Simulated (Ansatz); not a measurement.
# GaC+ (singlet): the correlation ladder, cc-pVTZ

Aim: climb from Hartree-Fock through coupled cluster and multireference methods for GaC+ (singlet) at one geometry and basis, and see what each rung misses.

Computed with Ansatz 0.2.0, Gaussian basis. Level: cc-pVTZ, core rule «outside noble gas», up to 15 orbitals frozen.

To be run: UHF; CCSD(T) on RHF; CCSD(T) on UHF; BCCD(T) on RHF; CISD; CCSDT(Q) on RHF; CCSDT(Q) on UHF; CCSDTQ on RHF; CASSCF and MRCISD+Q, 6 electrons in 8 orbitals; CASSCF and NEVPT2, 6 electrons in 8 orbitals; Full CI.

3 further runs of the same task are left out: 3 set aside as unsound or not needed. Runs told in other sessions of the task aren't counted.

### Step 1. The system

The geometry is a PBE0/def2-TZVP stationary point (not a proven minimum). No spin-orbit coupling is included. The filled d shell of Ga may be among the frozen orbitals whatever the setting's name suggests.

2 atoms, charge 1, spin multiplicity 1.

Atoms are counted from 1 here; the program's logs count them from 0.

Bond lengths: C1–Ga2 2.033 Å.

### Step 2. UHF

in.yaml reads:

```yaml
crystal:
  periodic: [false, false, false]
  atoms:
    - {symbol: C, position_ang: [0.000000, 0.000000, 0.000000]}
    - {symbol: Ga, position_ang: [0.000000, 0.000000, 2.032800]}
basis:
  gaussian: {orbitals: cc-pVTZ}
total_charge: 1
magnetization: {spin_polarized: true, initial_magnetization: 0}
hamiltonian: {xc: hf}
output: {orbitals: {seedname: orbitals}}
```

Started as:

```bash
$ ansatz run in.yaml --threads 1 --pin off --events-out ev --progress --plain --max-ram 2624MiB --backend cpu
```

After this run come: CCSD(T) on RHF; CCSD(T) on UHF; BCCD(T) on RHF; CISD; CCSDT(Q) on RHF; CCSDT(Q) on UHF; CCSDTQ on RHF; CASSCF and MRCISD+Q, 6 electrons in 8 orbitals; CASSCF and NEVPT2, 6 electrons in 8 orbitals; Full CI.

Q: Predict the results of all the runs planned. Wanted: FCI from the RHF energy; RMP2 from FCI; RCCSD from FCI; RCCSD(T) from FCI; RCCSDT(Q) from FCI; NEVPT2 valence from FCI; MRCISD+Q valence from FCI; T1 diagnostic; effectively unpaired electrons.

As calculated:

| quantity | value |
| --- | --- |
| FCI from the RHF energy | -5.4276 eV |
| RMP2 from FCI | +39.12 kcal/mol |
| RCCSD from FCI | +13.09 kcal/mol |
| RCCSD(T) from FCI | +6.07 kcal/mol |
| RCCSDT(Q) from FCI | +0.08 kcal/mol |
| NEVPT2 valence from FCI | +9.81 kcal/mol |
| MRCISD+Q valence from FCI | -0.26 kcal/mol |
| levels within 1 kcal/mol (43 meV) | RCCSDT(Q), RCCSDTQ, MRCISD+Q valence |
| T1 diagnostic | 0.060 |
| effectively unpaired electrons | 2.24 |

In words: RCCSD(T) misses by +6.07 kcal/mol, 4.8 % of the correlation energy. MRCISD+Q valence falls below full CI: the +Q correction isn't variational, and the cores differ from full CI's. With 2.2 effectively unpaired electrons against 0 the state is strongly multireference. Of the multireference levels listed MRCISD+Q valence comes nearest in total energy (-0.26 kcal/mol), which doesn't show that its space is the better one. Coupled cluster took another determinant than the lowest Hartree-Fock one. These misses are within one basis, not against nature.

The restricted and unrestricted ladders end 1.18 eV apart at CCSDT(Q), which points to two states or an unsound top rung; rows of one don't measure the error of the other.
